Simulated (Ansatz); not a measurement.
# KFeAs2 (I-4m2) in Ansatz: a series of runs

The runs below take KFeAs2 through single point, with PBE.

Everything below comes from runs of Ansatz 0.2.0. Logs are shortened: lines on timing, memory, paths and dates and some standing lists are left out, and cuts for length are marked.

## 1. The crystal as given

The structure is tetragonal, space group I-4m2 (No. 119). Conventional cell: a = 3.961 Å, b = 3.961 Å, c = 12.766 Å, α = 90.00°, β = 90.00°, γ = 90.00°. As (site symmetry 2mm) is surrounded by 2 Fe at 2.23 Å. Fe (site symmetry -4m2) is surrounded by 4 As at 2.23 Å. K (site symmetry -4m2) is surrounded by 8 As at 3.54 Å and 4 Fe at 3.76 Å and 4 K at 3.96 Å.

The cell comes from a database or a generator and needn't be the stable form of this composition.

## 2. Single point, PBE, collinear spin, program default start

Contents of input.yaml:

```yaml
crystal:
  lattice:
    - [-1.980368, 1.980368, 6.383019]
    - [1.980368, -1.980368, 6.383019]
    - [1.980368, 1.980368, -6.383019]
  atoms:
    - { symbol: As, position: [0.330738, 0.330738, 0.0] }
    - { symbol: As, position: [0.669262, 0.669262, 0.0] }
    - { symbol: Fe, position: [0.25, 0.75, 0.5] }
    - { symbol: K, position: [0.0, 0.0, 0.0] }
hamiltonian:
  xc: pbe
  pseudopotentials: { kind: paw }
magnetization:
  spin_polarized: true
  initial_magnetization: 0.0
  spin_locking: { lock_magnetization: hard }
kpoints:
  mp_grid: { grid: [8, 8, 8] }
scf:
  occupations: { method: fermi_dirac, width: 0.05 }
  lower_state_search: "off"
output:
  forces: true
  stress: true
  eigenvalues: true
```

Potentials or basis: Ansatz PAW.

Launch:

```sh
$ ansatz run input.yaml --threads 2 --pin off --max-ram 5632MiB --backend cpu --events-out ev --progress --plain --runs-dir out
```

Output:

```text
Warning: output.stress: scf.convergence.dr2_threshold = 1e-7 eV (the SCF's general default) is looser than the 4e-10 eV advised for a printed stress (1e-10 eV for each atom of the cell: 4). What an SCF threshold leaves in a stress goes as its square root, and in the free energy as the threshold itself, and one threshold admits the most on a small cell: of the crystals measured, under no hybrid functional and no lock of the moments, on runs that ended without the residual-converged pass, on stresses that held no estimate of that error, the worst erred by over 100 MPa in a component at 1e-7 eV an atom and by under 5 at 1e-10. Set scf.convergence.dr2_threshold to 4e-10 eV or tighter. The threshold is an SCF's pass mark: one that does not reach it within its budget of iterations ends unconverged, or closes short of it on a stop that the run arms, and scf.convergence.dr2_threshold's page says what that costs each kind of run
Warning: RAYON_NUM_THREADS=2 ignored (pool sized by the plan → 2); use --threads N
basis.fft_grid_basis auto: the FFT boxes are laid along the combinations [[1, 0, 1], [0, 1, 1], [0, 0, 1]] of the cell's own vectors, 3.961, 3.961 and 6.970 Å long. The dense box has 27×27×48 points. Along the cell's own vectors, as sized, it would have 48×48×48, 3.16 times as many. Of the 8 symmetry operations that the crystal satisfies within crystal.symmetry.tolerance (time reversal apart; of a slab, those that keep its plane) the dense box along the cell's own vectors carries 8, and the one as laid loses 6 of those. basis.fft_grid_basis: typed keeps the cell's own vectors: state it where this run's energies or levels are differenced outside the engine with another run's, or held beside a run that keeps those vectors.
Engine: ansatz 0.2.0, aarch64-unknown-linux-gnu
Pseudopotentials: kind: paw
Pseudopotential: As, paw, valence charge 15, recommended cutoff 420 eV (normal), As.paw.azcp
Pseudopotential: Fe, paw, valence charge 16, recommended cutoff 420 eV (normal), Fe.paw.azcp
Pseudopotential: K, paw, valence charge 9, recommended cutoff 420 eV (normal), K.paw.azcp
Functional definition: PBE
  parameter kappa = 0.804
  parameter beta = 0.06672455060314922
  exchange = pbe_x(kappa = kappa, mu = beta*pi^2/3)
  correlation = pbe_c(beta = beta)
Crystal: 4 atoms, lattice volume = 100.133 Å³
Basis set: ecut = 420 eV, 1977 PW (Γ), FFT grids on a1+a3, a2+a3, a3, exchange–correlation on 54×54×96 points (8 copies of the dense FFT grid, shifted against one another)
Bands: 33, of which v1, the nominal top of the filled ones, is band 28 counted from 1 (27 counted from 0)
Symmetry: 8 space group operations
Space group: I-4m2 (ITA 119), of the structure as read, at distance tolerance 4.6e-5 Å
k-points: 59 of 512 (time reversal used)
Non-local potential: As, projectors of the file, l = 0: 2, l = 1: 2, l = 2: 3, l = 3: 1
Non-local potential: Fe, projectors of the file, l = 0: 3, l = 1: 2, l = 2: 3, l = 3: 1
Non-local potential: K, projectors of the file, l = 0: 3, l = 1: 2, l = 2: 2
PAW form: soft (Blöchl's): semilocal exchange-correlation on the pseudo side does not see the compensation charge
PAW one-centre angular grid: As, 590 points (default); XC on 64 Gauss nodes
PAW one-centre angular grid: Fe, 590 points (default); XC on 64 Gauss nodes
PAW one-centre angular grid: K, 110 points (default); XC on 64 Gauss nodes
Initial density: superposition of atomic densities (chi_scale 0.1, normalization cell, long waves kept (reshape's long-wave potential 0.03 eV rms))
Initial wavefunctions: pseudopotential atomic-orbital guess
Functional: x = pbe(κ = 0.804, μ = 0.2195149727645171), c = pbe(β = 0.06672455060314922)
SCF iter   1: F=—  HF=-15734.790296 eV  |F-HF|=—  |Δ(HF+E_count)|=         —  Δρ=8.68e-2 (↑8.68e-2 ↓8.68e-2)  dr2=3.93e1  dr2_m=0.00e0  M=0.000 μB ∫|m|=0.000 μB  β_m=0.30  ethr=3.10e-3  ⟨swp⟩=6.9  Hψ=7822  notcnv=0
preconditioner: auto → Kerker (q_TF=auto, 2.469 Å⁻¹)  [metal: Δε(μ)=0.054 eV  Ē_g=9.450 eV  σ=0.050 eV  W_gap=0.26  n_scr=32 (ndim 8)  ℏωp=18.6 eV  f_vac=0.003  D(μ)=1.91/eV (n_scr^D=10)]
spin=Collinear: Kerker preconditioning applied to the charge; magnetization (m = ρ↑ − ρ↓) channel mixes plain (no charge-response kernel on spin).
SCF iter   2: F=—  HF=-15734.181856 eV  |F-HF|=—  |Δ(HF+E_count)|=   6.08e-1  Δρ=1.02e-1 (↑1.02e-1 ↓1.02e-1)  dr2=3.83e1  dr2_m=0.00e0  M=0.000 μB ∫|m|=0.000 μB  β_m=0.20  ethr=3.10e-3  ⟨swp⟩=4.0  Hψ=4969  notcnv=0  defer=19
SCF iter   3: F=—  HF=-15731.528280 eV  |F-HF|=—  |Δ(HF+E_count)|=    2.65e0  Δρ=2.25e-2 (↑2.25e-2 ↓2.25e-2)  dr2=1.79e0  dr2_m=0.00e0  M=0.000 μB ∫|m|=0.000 μB  β_m=0.32  ethr=3.10e-3  ⟨swp⟩=3.0  Hψ=4548  notcnv=0  defer=6
SCF iter   4: F=—  HF=-15730.954627 eV  |F-HF|=—  |Δ(HF+E_count)|=   5.74e-1  Δρ=7.63e-3 (↑7.63e-3 ↓7.63e-3)  dr2=3.98e-1  dr2_m=0.00e0  M=0.000 μB ∫|m|=0.000 μB  β_m=0.45  ethr=3.10e-3  ⟨swp⟩=2.6  Hψ=4352  notcnv=0  defer=15
SCF iter   5: F=—  HF=-15730.971957 eV  |F-HF|=—  |Δ(HF+E_count)|=   1.73e-2  Δρ=1.41e-2 (↑1.41e-2 ↓1.41e-2)  dr2=1.40e0  dr2_m=0.00e0  M=0.000 μB ∫|m|=0.000 μB  β_m=0.73  ethr=7.23e-4  ⟨swp⟩=3.2  Hψ=3201  notcnv=0  defer=19  recentre
SCF iter   6: F=—  HF=-15730.911783 eV  |F-HF|=—  |Δ(HF+E_count)|=   6.02e-2  Δρ=1.26e-2 (↑1.26e-2 ↓1.26e-2)  dr2=7.19e-1  dr2_m=0.00e0  M=0.000 μB ∫|m|=0.000 μB  β_m=0.86  ethr=7.23e-4  ⟨swp⟩=2.4  Hψ=3109  notcnv=0  defer=19
SCF iter   7: F=—  HF=-15730.855452 eV  |F-HF|=—  |Δ(HF+E_count)|=   5.63e-2  Δρ=6.23e-3 (↑6.23e-3 ↓6.23e-3)  dr2=1.88e-1  dr2_m=0.00e0  M=0.000 μB ∫|m|=0.000 μB  β_m=0.69  ethr=7.23e-4  ⟨swp⟩=2.6  Hψ=2685  notcnv=0  defer=19
SCF iter   8: F=—  HF=-15730.849310 eV  |F-HF|=—  |Δ(HF+E_count)|=   6.14e-3  Δρ=5.12e-3 (↑5.12e-3 ↓5.12e-3)  dr2=1.38e-1  dr2_m=0.00e0  M=0.000 μB ∫|m|=0.000 μB  β_m=0.84  ethr=3.41e-4  ⟨swp⟩=2.1  Hψ=2430  notcnv=0  defer=19
SCF iter   9: F=—  HF=-15730.841377 eV  |F-HF|=—  |Δ(HF+E_count)|=   7.93e-3  Δρ=3.79e-4 (↑3.79e-4 ↓3.79e-4)  dr2=2.37e-3  dr2_m=0.00e0  M=0.000 μB ∫|m|=0.000 μB  β_m=0.80  ethr=2.51e-4  ⟨swp⟩=2.3  Hψ=2204  notcnv=0  defer=19
SCF iter  10: F=—  HF=-15730.840917 eV  |F-HF|=—  |Δ(HF+E_count)|=   4.60e-4  Δρ=2.60e-4 (↑2.60e-4 ↓2.60e-4)  dr2=5.85e-4  dr2_m=0.00e0  M=0.000 μB ∫|m|=0.000 μB  β_m=0.77  ethr=4.31e-6  ⟨swp⟩=2.0  Hψ=2437  notcnv=0  defer=19
SCF iter  11: F=—  HF=-15730.840895 eV  |F-HF|=—  |Δ(HF+E_count)|=   2.22e-5  Δρ=5.80e-5 (↑5.80e-5 ↓5.80e-5)  dr2=2.26e-5  dr2_m=0.00e0  M=0.000 μB ∫|m|=0.000 μB  β_m=0.89  ethr=1.06e-6  ⟨swp⟩=1.3  Hψ=1954  notcnv=0  defer=19
SCF iter  12: F=—  HF=-15730.840888 eV  |F-HF|=—  |Δ(HF+E_count)|=   6.33e-6  Δρ=1.69e-5 (↑1.69e-5 ↓1.69e-5)  dr2=1.93e-6  dr2_m=0.00e0  M=0.000 μB ∫|m|=0.000 μB  β_m=0.94  ethr=4.10e-8  ⟨swp⟩=2.0  Hψ=2664  notcnv=0  defer=19
SCF iter  13: F=—  HF=-15730.840889 eV  |F-HF|=—  |Δ(HF+E_count)|=   7.87e-7  Δρ=2.94e-5 (↑2.94e-5 ↓2.94e-5)  dr2=3.80e-6  dr2_m=0.00e0  M=0.000 μB ∫|m|=0.000 μB  β_m=0.94  ethr=3.50e-9  ⟨swp⟩=2.0  Hψ=2541  notcnv=0  defer=19
SCF iter  14: F=—  HF=-15730.840889 eV  |F-HF|=—  |Δ(HF+E_count)|=   8.80e-8  Δρ=6.84e-6 (↑6.84e-6 ↓6.84e-6)  dr2=2.05e-7  dr2_m=0.00e0  M=0.000 μB ∫|m|=0.000 μB  β_m=0.97  ethr=3.50e-9  ⟨swp⟩=2.0  Hψ=2257  notcnv=0  defer=19
SCF iter  15: F=-15730.840889 eV  HF=-15730.840889 eV  |F-HF|=7.68e-10  |Δ(HF+E_count)|=   1.08e-8  Δρ=1.19e-6 (↑1.19e-6 ↓1.19e-6)  dr2=6.28e-9  dr2_m=0.00e0  M=0.000 μB ∫|m|=0.000 μB  ethr=1.82e-10  ⟨swp⟩=5.8  Hψ=6769  notcnv=0
SCF 1 converged in 15 iterations: F = -15730.840889 eV  dr2 = 6.28e-9
SCF converged after 15 iterations
Stability checked in part: among states of this total moment the steps that led to this state did not find it unstable. No probe was made; neither looks for a lower state of another moment (fixed_total_moment; see scf.lower_state_search)
Magnetization: 0.0000 μB (27.5000 up, 27.5000 down)
Absolute magnetization: 0.0000 μB (∫|ρ↑−ρ↓|)
Spin contamination: 0.0000 ħ² per cell (⟨S²⟩ above its minimum at these occupations)
Per-site moments (μB) at R_I (Å): [(0.0, 0.920920354917929), (0.0, 0.9209203549179292), (0.0, 0.920920354917929), (0.0, 1.459153877587248)]
Free energy (F): -15730.840889 eV
Harris-Foulkes:  -15730.840889 eV  (|F-HF|=7.68e-10)
Internal energy: -15730.809881 eV  (E = F + TS)
E sigma→0 (E₀):  -15730.825385 eV
Entropy (-TS):   -0.031008 eV (-7.752 meV/atom)
Fermi energy:    7.510094 (↑ 7.510094, ↓ 7.510094) eV
--- Per-component energies (eV) ---
  E_band       = -998.736455
  E_kinetic    = 814.728817
  E_local      = -8826.734049  (includes V_loc(G=0)·N_el)
  E_nonlocal   = -1111.944941
  E_hartree    = 4231.809560
  E_xc         = -411.112774
  E_vxc        = -474.641693  (∫ρ·V_xc dr)
  E_paw        = -5818.162665  (= ΣΔE_a)
  E_vpaw       = 136.232138  (= ΣTr[D̂ρ^β])
  E_aug_tail   = 0.000898  (compensation charges beyond the density's cutoff)
  E_ewald      = -4609.394727
  E_smearing   = -0.031008  (= −TS)
  E_closure    = 0.000000  (closes the sum)
  Σ components = -15730.840889   (vs F -15730.840889, Δ=0.00e0)
--- Forces (eV/Å), atoms counted from 1 ---
  atom   1  As     0.00000000     0.00000000     0.02915874
  atom   2  As    -0.00000000     0.00000000    -0.02915874
  atom   3  Fe    -0.00000000     0.00000000    -0.00000000
  atom   4  K     -0.00000000     0.00000000     0.00000000
  max |Σ_I F_I| component: 3.47e-17 eV/Å
--- Stress (GPa, compression-positive) ---
       -0.110286       0.000000      -0.000000
        0.000000      -0.110286       0.000000
       -0.000000       0.000000      -0.224405
  P = ⅓ Tr σ = -0.1483 GPa (-1.483 kbar)
--- Band table (eV; the first three rows and the last of 118) ---
  k-point 0 ↑: bands = ["-79.1213", "-45.3157", "-45.3157", "-45.0487", "-27.7768", "-27.7764", "-27.7566", "-27.7566", "-27.7208", "-27.7163", "-27.6640", "-27.6640", "-27.6577", "-27.6560", "-23.0117", "-6.5201", "-6.4626", "-6.4626", "-4.0940", "-2.2531", "4.0977", "4.7834", "4.8723", "4.8723", "6.4461", "6.7579", "6.7579", "7.3759", "10.3825", "10.3825", "10.4508", "11.1234", "11.5663"]
  k-point 1 ↑: bands = ["-79.1212", "-45.3160", "-45.3160", "-45.0486", "-27.7764", "-27.7761", "-27.7571", "-27.7563", "-27.7205", "-27.7167", "-27.6651", "-27.6643", "-27.6575", "-27.6561", "-23.0079", "-6.5049", "-6.5011", "-6.4877", "-3.8854", "-2.2793", "4.2297", "4.6939", "4.8031", "4.9211", "5.7322", "6.6722", "6.9369", "7.3960", "9.4507", "9.4549", "10.5756", "12.1798", "12.3767"]
  k-point 2 ↑: bands = ["-79.1212", "-45.3166", "-45.3166", "-45.0482", "-27.7755", "-27.7752", "-27.7582", "-27.7555", "-27.7197", "-27.7175", "-27.6675", "-27.6651", "-27.6571", "-27.6562", "-22.9988", "-6.5724", "-6.5478", "-6.4728", "-3.3507", "-2.3306", "3.9156", "4.5131", "4.8288", "5.1520", "5.1534", "6.5605", "6.9088", "7.3507", "8.4384", "8.6868", "10.0264", "12.2336", "13.3823"]
  k-point 58 ↓: bands = ["-79.1213", "-45.3157", "-45.3157", "-45.0487", "-27.7767", "-27.7765", "-27.7566", "-27.7566", "-27.7208", "-27.7163", "-27.6640", "-27.6640", "-27.6576", "-27.6562", "-23.0117", "-6.5547", "-6.4627", "-6.4627", "-3.9166", "-2.4549", "4.2053", "4.8647", "4.8647", "4.8885", "6.4467", "6.7804", "6.7804", "7.9094", "8.9128", "10.4022", "10.4022", "11.1449", "11.4928"]
```

It took 14 s on 2 threads of Arm Neoverse V2, shared host; peak memory 0.49 GiB.

Results:

```
Free energy     : -15730.8409 eV
Pressure        : -0.1 GPa
Largest force   : 0.029 eV/Å
Net moment      : 0.00 μB per cell
Absolute moment : 0.00 μB per cell
```

Forces on the atoms (eV/Å):
```
As   0.000  0.000  0.029
As   0.000  0.000 -0.029
Fe   0.000  0.000  0.000
K    0.000  0.000  0.000
```

Caveat: the total moment is fixed, so each spin has its own Fermi level; the thresholds are loose for stress.

## 3. Single point, PBE, collinear spin, ferromagnetic start

Edit input.yaml of step 2 so:

```diff
@@ -8,3 +8,3 @@
     - { symbol: As, position: [0.669262, 0.669262, 0.0] }
-    - { symbol: Fe, position: [0.25, 0.75, 0.5] }
+    - { symbol: Fe, position: [0.25, 0.75, 0.5], spin: 0.8 }
     - { symbol: K, position: [0.0, 0.0, 0.0] }
@@ -15,3 +15,3 @@
   spin_polarized: true
-  initial_magnetization: 0.0
+  initial_magnetization: 0.8
   spin_locking: { lock_magnetization: hard }
```

Potentials or basis: Ansatz PAW.

Launch:

```sh
$ ansatz run input.yaml --threads 2 --pin off --max-ram 5632MiB --backend cpu --events-out ev --progress --plain --runs-dir out
```

Wall time 33 s (2 threads of Arm Neoverse V2, shared host); peak memory 0.55 GiB.

It converged, with:

- Free energy: -15730.8461 eV
- Pressure: 0.3 GPa
- Largest force: 0.108 eV/Å
- Net moment: 0.80 μB per cell
- Absolute moment: 0.98 μB per cell
- Site moments: As -0.02; Fe +0.77; K -0.00 μB

Forces on the atoms (eV/Å):
```
As   0.000  0.000  0.108
As   0.000  0.000 -0.108
Fe   0.000  0.000  0.000
K    0.000  0.000  0.000
```

Stress tensor (GPa, compression positive):
```
0.38 0.00 0.00
0.00 0.38 0.00
0.00 0.00 0.18
```

Caveat: the total moment is fixed, so each spin has its own Fermi level; a cell with one magnetic atom can't hold antiferromagnetic order, which such compounds often take; the thresholds are loose for stress.

## 4. Single point, PBE, collinear spin, ferromagnetic start

Edit input.yaml of step 3 so:

```diff
@@ -8,3 +8,3 @@
     - { symbol: As, position: [0.669262, 0.669262, 0.0] }
-    - { symbol: Fe, position: [0.25, 0.75, 0.5], spin: 0.8 }
+    - { symbol: Fe, position: [0.25, 0.75, 0.5], spin: 1.5 }
     - { symbol: K, position: [0.0, 0.0, 0.0] }
@@ -15,3 +15,3 @@
   spin_polarized: true
-  initial_magnetization: 0.8
+  initial_magnetization: 1.5
   spin_locking: { lock_magnetization: hard }
@@ -26 +26,5 @@
   eigenvalues: true
+  write_density: true
+  write_potential: true
+  elf: true
+  volumetric_format: npy
```

Launch:

```sh
$ ansatz run input.yaml --threads 2 --pin off --max-ram 5632MiB --backend cpu --events-out ev --progress --plain --runs-dir out
```

Wall time 44 s (2 threads of Arm Neoverse V2, shared host); peak memory 0.57 GiB.

It converged, with:

| Quantity | Value |
| --- | --- |
| Free energy | -15730.7802 eV |
| Pressure | 1.1 GPa |
| Largest force | 0.113 eV/Å |
| Net moment | 1.50 μB per cell |
| Absolute moment | 1.66 μB per cell |
| Site moments | As -0.01; Fe +1.34; K +0.01 μB |

Forces in eV/Å, atoms in the order of the input:
```
As   0.000  0.000  0.113
As   0.000  0.000 -0.113
Fe   0.000  0.000  0.000
K    0.000  0.000  0.000
```

Stress tensor (GPa, compression positive):
```
1.68 0.00 0.00
0.00 1.68 0.00
0.00 0.00 0.06
```

Caveat: the total moment is fixed, so each spin has its own Fermi level; a cell with one magnetic atom can't hold antiferromagnetic order, which such compounds often take; the thresholds are loose for stress.

## 5. Overview

| spin | fixed moment (μB) | pressure (GPa) | moment (μB) | largest force (eV/Å) |
| --- | --- | --- | --- | --- |
| collinear, program default start | 0.0 | -0.1 | 0.00 | 0.03 |
| collinear, ferromagnetic start | 0.8 | 0.3 | 0.80 | 0.11 |
| collinear, ferromagnetic start | 1.5 | 1.1 | 1.50 | 0.11 |

Alike in all rows: task single point; level PBE; potentials or basis Ansatz PAW; cell as given; k mesh 8 × 8 × 8; cutoff (eV) 420; smearing fermi-dirac 0.05 eV.

Caveats: the total moment is fixed, so each spin has its own Fermi level; the thresholds are loose for stress; a cell with one magnetic atom can't hold antiferromagnetic order, which such compounds often take (some runs).

Absolute energies hang on the potentials; compare differences alone.
